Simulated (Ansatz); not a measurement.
**CH7FO2Si2: a ladder of functionals and wavefunction methods**

Aim: compute CH7FO2Si2 with functionals from several rungs and with coupled cluster, and see how far each lands from CCSD(T) at the basis-set limit for the atomisation energy.

The runs use Ansatz 0.2.0, Gaussian basis; functionals in def2-TZVPP, the program's frozen cores in correlated methods.

The runs, in order: PBE-D4, r2SCAN-D4, PBE0-D4, B3LYP-D4, ωB97X-V, ωB97M-V, B2PLYP; CCSD(T)/def2-TZVPP; MP2/def2-QZVPP; extrapolation to the limit.

## (1) The geometry

An earlier PBE0-D4 in a triple-zeta def2 set relaxation fixed the geometry.

13 atoms, charge 0, spin multiplicity 1.

Atoms are counted from 1 here; the program's logs count them from 0.

Bond lengths: C1–Si2 1.845 Å, C1–H7 1.093 Å, C1–H8 1.093 Å, C1–H9 1.093 Å, Si2–F3 1.604 Å, Si2–O4 1.626 Å, Si2–H10 1.479 Å, O4–Si5 1.637 Å, Si5–O6 1.639 Å, Si5–H11 1.477 Å, Si5–H12 1.483 Å, O6–H13 0.959 Å. Angles: Si2–C1–H7 110.4°, Si2–C1–H8 110.5°, Si2–C1–H9 111.0°, H7–C1–H8 108.2°, H7–C1–H9 108.4°, H8–C1–H9 108.2°, C1–Si2–F3 108.2°, C1–Si2–O4 112.0°, C1–Si2–H10 113.7°, F3–Si2–O4 107.5°, F3–Si2–H10 107.1°, O4–Si2–H10 108.0°, Si2–O4–Si5 140.5°, O4–Si5–O6 111.5°, O4–Si5–H11 109.0°, O4–Si5–H12 107.3°, O6–Si5–H11 105.7°, O6–Si5–H12 111.2° and more.

## (2) PBE-D4 (GGA)

Input file in.yaml:

```yaml
crystal:
  periodic: [false, false, false]
  atoms:
    - {symbol: C, position_ang: [-2.011338, -0.036240, -0.392541]}
    - {symbol: Si, position_ang: [-0.777024, 0.639136, 0.801019]}
    - {symbol: F, position_ang: [-0.550475, -0.448481, 1.958583]}
    - {symbol: O, position_ang: [0.663515, 0.913119, 0.098092]}
    - {symbol: Si, position_ang: [1.964256, 0.100465, -0.473987]}
    - {symbol: O, position_ang: [1.734315, -1.521500, -0.410176]}
    - {symbol: H, position_ang: [-1.647087, -0.968999, -0.830649]}
    - {symbol: H, position_ang: [-2.190378, 0.675089, -1.202631]}
    - {symbol: H, position_ang: [-2.964621, -0.236682, 0.102363]}
    - {symbol: H, position_ang: [-1.209534, 1.890094, 1.459810]}
    - {symbol: H, position_ang: [2.142616, 0.424033, -1.903984]}
    - {symbol: H, position_ang: [3.133694, 0.509071, 0.341464]}
    - {symbol: H, position_ang: [1.712070, -1.939114, 0.452657]}
basis:
  gaussian: {orbitals: def2-TZVPP}
hamiltonian: {xc: pbe, dispersion: d4}
output: {forces: true, orbitals: {seedname: orbitals}}
```

Launch:

```console
$ ansatz run in.yaml --threads 2 --pin off --events-out ev --progress --plain --max-ram 22528MiB --backend cuda --devices 0, --max-vram 18GiB
```

The runs that follow: r2SCAN-D4 (meta-GGA); PBE0-D4 (hybrid); B3LYP-D4 (hybrid); ωB97X-V (range-separated); ωB97M-V (range-separated); B2PLYP (double hybrid); CCSD(T) in def2-TZVPP; MP2 in def2-QZVPP.

**Question.** What will the summary of the whole plan be? Wanted: atomisation energy, CCSD(T)/CBS; farthest; mean size of error, hybrid; mean size of error, range-separated; gap, smallest and largest; T1 diagnostic; triples share of the correlation energy.

As calculated:

| quantity | value |
| --- | --- |
| atomisation energy, CCSD(T)/CBS | 5096.7 kJ/mol |
| functionals within 25.5 kJ/mol (0.5 %) | PBE-D4, r2SCAN-D4, ωB97X-V, ωB97M-V |
| farthest | PBE0-D4 (-89.5 kJ/mol) |
| mean size of error, hybrid | 68.8 kJ/mol |
| mean size of error, range-separated | 12.6 kJ/mol |
| gap, smallest and largest | 6.83 eV (PBE-D4), 13.52 eV (ωB97X-V) |
| T1 diagnostic | 0.0114 |
| triples share of the correlation energy | 3.2 % |

PBE-D4 misses by -16.9 kJ/mol. Double hybrids carry the basis error of their MP2 part in triple zeta, and no dispersion term here, so their miss is partly the set-up's. The reference freezes the cores and leaves out relativity and excitations past (T), so misses under about 25.5 kJ/mol can't be ranked. Hartree-Fock recovers 74 % of the binding; the rest is correlation. The gap grows from 6.8 to 13.5 eV across the functionals, mostly with the share of exact exchange.
